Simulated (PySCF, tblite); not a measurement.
**C6H11AlOS: geometry, infrared bands and NMR shifts**

Wanted: the infrared bands and NMR shifts of C6H11AlOS (`CC(=S)C1=CCC[O+]1[AlH3-]`), by calculation.

Computed with tblite 0.8.0 and PySCF 2.14.0, with density-fitted response routines of our own, on a single molecule in the gas phase. Atoms count from 0, in the outputs and in this text.

## (1) The starting structure

20 atoms, charge 0, multiplicity 1; geometry from: force field or distance geometry start.

Bonds of the start (Å): C0–C1 1.50, C1–S2 1.63, C1–C3 1.46, C3–C4 1.33, C4–C5 1.48, C5–C6 1.50, C6–O7 1.42, O7–Al8 1.86, O7–C3 1.38, C0–H9 1.12, C0–H10 1.10, C0–H11 1.11, C4–H12 1.08, C5–H13 1.11, C5–H14 1.11, C6–H15 1.13, C6–H16 1.11, Al8–H17 1.60, Al8–H18 1.58, Al8–H19 1.61.

## (2) Relaxing the molecule with GFN2-xTB

The job: settings as JSON, then the geometry in Å.

```
{"job": {"kind": "relax", "xc": "GFN2-xTB", "basis": "xTB"}, "charge": 0, "multiplicity": 1}
C      2.708700    -1.083900    -0.141900
C      1.672500    -0.000000    -0.111200
S      2.231600     1.531600    -0.161900
C      0.248400    -0.287800    -0.018600
C     -0.276600    -1.511100     0.053400
C     -1.756100    -1.415700     0.129800
C     -2.022000     0.061600     0.146200
O     -0.743600     0.667600     0.034800
Al    -0.529600     2.510400    -0.053600
H      2.267700    -2.034600     0.247600
H      3.176900    -1.190400    -1.128500
H      3.504500    -0.770400     0.565000
H      0.278500    -2.439900     0.041400
H     -2.174600    -1.875100    -0.790400
H     -2.144300    -1.930600     1.030300
H     -2.569100     0.369700     1.082200
H     -2.623500     0.370200    -0.730400
H     -1.931400     3.269800     0.092700
H      0.184500     2.877700    -1.419800
H      0.492400     2.891600     1.130000
```

On the command line:

```console
$ OMP_NUM_THREADS=1 python probes_run.py task.json out
```

One launch serves the whole session: the jobs run in the order shown.

**Question.** This job is followed by: GFN2-xTB harmonic vibrations, gas phase; GIAO PBE0/pcSseg-1 NMR shielding, non-relativistic, gas phase. What will the session give for the following? strongest single infrared mode (GFN2-xTB); zero-point energy (GFN2-xTB); 13C shifts against TMS (PBE0/pcSseg-1); 1H shifts against TMS (PBE0/pcSseg-1, means over atoms taken as alike); 33S shifts against CS2 (PBE0/pcSseg-1); 17O shifts against H2O (PBE0/pcSseg-1); 27Al shifts against AlH4- (PBE0/pcSseg-1).

**Answer**, as computed:

| quantity | value |
| --- | --- |
| strongest single infrared mode (GFN2-xTB) | 852 cm⁻¹, 424 km/mol |
| zero-point energy (GFN2-xTB) | 91.1 kcal/mol |
| 13C shifts against TMS (PBE0/pcSseg-1) | 220.3, 161.0, 114.3, 75.8, 35.4, 34.8 ppm |
| 1H shifts against TMS (PBE0/pcSseg-1, means over atoms taken as alike) | 5.92, 4.96, 4.95, 3.31, 2.91 ppm |
| 33S shifts against CS2 (PBE0/pcSseg-1) | 1043 ppm |
| 17O shifts against H2O (PBE0/pcSseg-1) | 113.2 ppm |
| 27Al shifts against AlH4- (PBE0/pcSseg-1) | 58.7 ppm |

What this shows: The optimisation took 86 steps and gained 0.787 eV; among the close pairs (by a distance rule), S2–Al8 changed most, from 2.932 to 2.638 Å. All 54 modes are real, so the xTB geometry is a minimum. The strongest single mode, at 852 cm⁻¹, is spread over many atoms; the largest shares are those of H18, H19. Unscaled tight-binding wavenumbers are off by several per cent, some by more. Its intensities can rank the bands wrongly. C1 (thiocarbonyl carbon) lies farthest downfield among carbon, at 220.3 ppm; low-lying n→π* states of the double bond to the heteroatom give a large paramagnetic term (-295 ppm). H12 (hydrogen on an alkene CH) lies farthest downfield among hydrogen, at 5.92 ppm; a vinylic proton, deshielded by the sp2 carbon and the C=C anisotropy. At PBE0/pcSseg-1: The widest tensor belongs to S2: span 2547 ppm, with a paramagnetic part of -1598 ppm.
